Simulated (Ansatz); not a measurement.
# Nudged elastic band run: Si

The input (input.yaml):

```yaml
crystal:
  lattice:
    - [0.0, 5.43, 5.43]
    - [5.43, 0.0, 5.43]
    - [5.43, 5.43, 0.0]
  atoms:
    - { symbol: Si, position: [0.00341914, -0.00327481, -0.00330227] }
    - { symbol: Si, position: [0.13219262, 0.12260469, 0.12237316] }
    - { symbol: Si, position: [0.00352873, -0.00308427, 0.50259046] }
    - { symbol: Si, position: [0.12478727, 0.12612165, 0.62440281] }
    - { symbol: Si, position: [0.00342918, 0.5028825, -0.00319468] }
    - { symbol: Si, position: [0.12473914, 0.62445054, 0.12620576] }
    - { symbol: Si, position: [-2.769e-05, 0.49999263, 0.50006335] }
    - { symbol: Si, position: [0.1247884, 0.62462535, 0.62449297] }
    - { symbol: Si, position: [0.50072912, -0.00014547, -0.00092096] }
    - { symbol: Si, position: [0.62306328, 0.12266653, 0.12249071] }
    - { symbol: Si, position: [0.49703534, -0.00307726, 0.50268301] }
    - { symbol: Si, position: [0.62329003, 0.12307861, 0.63046293] }
    - { symbol: Si, position: [0.49700742, 0.50292107, -0.00313483] }
    - { symbol: Si, position: [0.62311188, 0.63127416, 0.1226753] }
    - { symbol: Si, position: [0.49700525, 0.50322129, 0.50283101] }
    - { symbol: Si, position: [0.62608664, 0.62464902, 0.62455067] }
    - { symbol: Si, position: [0.75070695, 0.24985757, 0.2491152] }
basis:
  ecutwfc: 420.0
kpoints:
  mp_grid: { grid: [2, 2, 2] }
hamiltonian:
  xc: pbe
scf:
  occupations: { method: gaussian, width: 0.05 }
  lower_state_search: "off"
neb:
  images: 5
  f_tol: 0.05
  initial_path: idpp
  max_iterations: 43
  spring: { min: 2.0, max: 10.0 }
  final_atoms:
    - { symbol: Si, position: [0.00042882, 0.00033865, 0.00052424] }
    - { symbol: Si, position: [0.12507423, 0.12518739, 0.12489901] }
    - { symbol: Si, position: [0.00040029, 0.00031836, 0.49877192] }
    - { symbol: Si, position: [0.12196648, 0.12154033, 0.62825702] }
    - { symbol: Si, position: [0.00028349, 0.4990854, 0.00031209] }
    - { symbol: Si, position: [0.12169027, 0.62808847, 0.12219664] }
    - { symbol: Si, position: [-0.00686202, 0.50202342, 0.50239732] }
    - { symbol: Si, position: [0.12161919, 0.6280761, 0.62803188] }
    - { symbol: Si, position: [0.49896057, 0.0002695, 0.0003779] }
    - { symbol: Si, position: [0.62815737, 0.12140816, 0.12234153] }
    - { symbol: Si, position: [0.50241812, -0.00775396, 0.50263988] }
    - { symbol: Si, position: [0.62812852, 0.12135292, 0.62808452] }
    - { symbol: Si, position: [0.50189706, 0.50174187, -0.00569909] }
    - { symbol: Si, position: [0.62807095, 0.62807301, 0.12185439] }
    - { symbol: Si, position: [0.50178653, 0.50164204, 0.50190656] }
    - { symbol: Si, position: [0.62458365, 0.62377151, 0.6256538] }
    - { symbol: Si, position: [0.37461054, 0.37380652, 0.37563169] }
  order_check: true
```

Run as:

```bash
$ ansatz run input.yaml --threads 1 --pin off --max-ram 3072MiB --backend cpu --events-out ev --progress --plain --runs-dir out
```

Output, in part (warnings, iteration lines):

```
NEB end point (image 0): max|allowed force component| = 2.266e-2 eV/Å (the criterion of neb.relax_end_points is 1.000e-2)
NEB end point (image 6): max|allowed force component| = 2.511e-2 eV/Å (the criterion of neb.relax_end_points is 1.000e-2)
NEB iter   1: max|band force component| = 2.464e0 eV/Å  barrier→ = 0.9719 eV  barrier← = 0.9718 eV  Δτ_max = 0.1372 Å  (51 SCF iters)
NEB iter   2: max|band force component| = 1.017e0 eV/Å  barrier→ = 0.5127 eV  barrier← = 0.5126 eV  Δτ_max = 0.1912 Å  (34 SCF iters)
NEB iter   3: max|band force component| = 2.942e-1 eV/Å  barrier→ = 0.3861 eV  barrier← = 0.3860 eV  CI = image 2  Δτ_max = 0.1516 Å  (34 SCF iters)
NEB iter   4: max|band force component| = 6.023e-1 eV/Å  barrier→ = 0.3169 eV  barrier← = 0.3168 eV  CI = image 3  Δτ_max = 0.1195 Å  (32 SCF iters)
NEB iter   5: max|band force component| = 1.290e-1 eV/Å  barrier→ = 0.3108 eV  barrier← = 0.3107 eV  CI = image 3  Δτ_max = 0.0656 Å  (32 SCF iters)
NEB iter   6: max|band force component| = 8.004e-2 eV/Å  barrier→ = 0.3094 eV  barrier← = 0.3093 eV  CI = image 3  Δτ_max = 0.0257 Å  (28 SCF iters)
NEB iter   7: max|band force component| = 3.141e-2 eV/Å  barrier→ = 0.3093 eV  barrier← = 0.3092 eV  CI = image 3  CI's point: of a kind that is not told: the force calls were inconclusive, a negative curvature could not be distinguished from the path's own, the only one lies far off the path, or fixed occupations may fill a level only in part  Δτ_max = 0.0000 Å  (257 SCF iters)
```

The forces met the threshold. By the program's own check the climbing image is of a kind that is not told: the force calls were inconclusive, a negative curvature could not be distinguished from the path's own, the only one lies far off the path, or fixed occupations may fill a level only in part (lowest curvatures found: -0.25 and 0.17 eV/Å²). Limits of this set-up: coarse k mesh.

Final band (atoms are numbered from 1 in the order of the input):

```
image  path coordinate (Å)  energy (eV)  Si2–Si17 (Å)  Si7–Si17 (Å)
    0                 0.00         0.00          2.39          4.70
    1                 0.71         0.17          2.48          4.12
    2                 1.21         0.29          2.69          3.66
    3                 1.67         0.31          3.14          3.18
    4                 2.14         0.29          3.63          2.72
    5                 2.64         0.18          4.11          2.48
    6                 3.35         0.00          4.70          2.39
```

Time of the run: 6.1 min on 1 thread of Arm Neoverse V2 (shared host), peak memory 0.82 GiB.
